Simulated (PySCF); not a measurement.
# Gd2N2 (Gd2(N)2): the cost of one run

Computed with PySCF 2.14.0. Level: BP86, Gd lcecp-1-SVP with ECP53, N def2-SVP; scalar-relativistic core potentials, no spin–orbit coupling.

2 further runs of the same task are left out: 2 for a known fault of the program.

**1. The starting structure**

4 atoms, charge 0, spin multiplicity 1.

Bond lengths: Gd1–Gd2 3.082 Å, Gd1–N3 2.073 Å, Gd1–N4 2.073 Å, Gd2–N3 2.073 Å, Gd2–N4 2.073 Å. Angles: Gd2–Gd1–N3 42.0°, Gd2–Gd1–N4 42.0°, N3–Gd1–N4 84.0°, Gd1–Gd2–N3 42.0°, Gd1–Gd2–N4 42.0°, N3–Gd2–N4 84.0°, Gd1–N3–Gd2 96.0°, Gd1–N4–Gd2 96.0°.

As a file:

```xyz
4
charge 0, multiplicity 1
Gd    0.0000    0.0000    1.5411
Gd    0.0000    0.0000   -1.5411
N     1.3868    0.0000    0.0000
N    -1.3868    0.0000    0.0000
```

Formal oxidation states: Gd +3. Each metal's 7 4f electrons lie in its core potential, so multiplicities, spins and levels count the valence alone. An earlier session relaxed this geometry at BP86, Gd lcecp-1-SVP with ECP53, N def2-SVP (singlet, point group D2h).

Its energy there is -181.365252 Eh.

**2. Atoms moved at random, σ = 0.03 Å**

File run.py (the lines that set the calculation):

```python
mol = gto.M(atom='''
Gd    -0.01331     0.01166     1.54317
Gd     0.01611    -0.01207    -1.53045
N      1.39222     0.01313    -0.01509
N     -1.39501    -0.01272     0.00238''',
    basis={'Gd': 'lcecp-1-SVP', 'N': 'def2-SVP'},
    ecp={'Gd': 'lcecp-1-SVP'},
    charge=0, spin=0)
mf = dft.RKS(mol, xc='B88,P86')
mf.grids.atom_grid = (50, 194)  # f atoms: unpruned, at least (60, 302)
mf = mf.density_fit()  # fitting sets: Gd AutoAux, N def2-universal-JKFIT
mf.conv_tol = 1e-08; mf.max_cycle = 55
mf.kernel(dm0)  # dm0: the density of the relaxed state
```

Run with:

```
> OMP_NUM_THREADS=2 python run.py
```

**Question.** How long does this run take on 2 threads of Intel Xeon 6975P-C (Granite Rapids), shared host?

About 4.6 s.
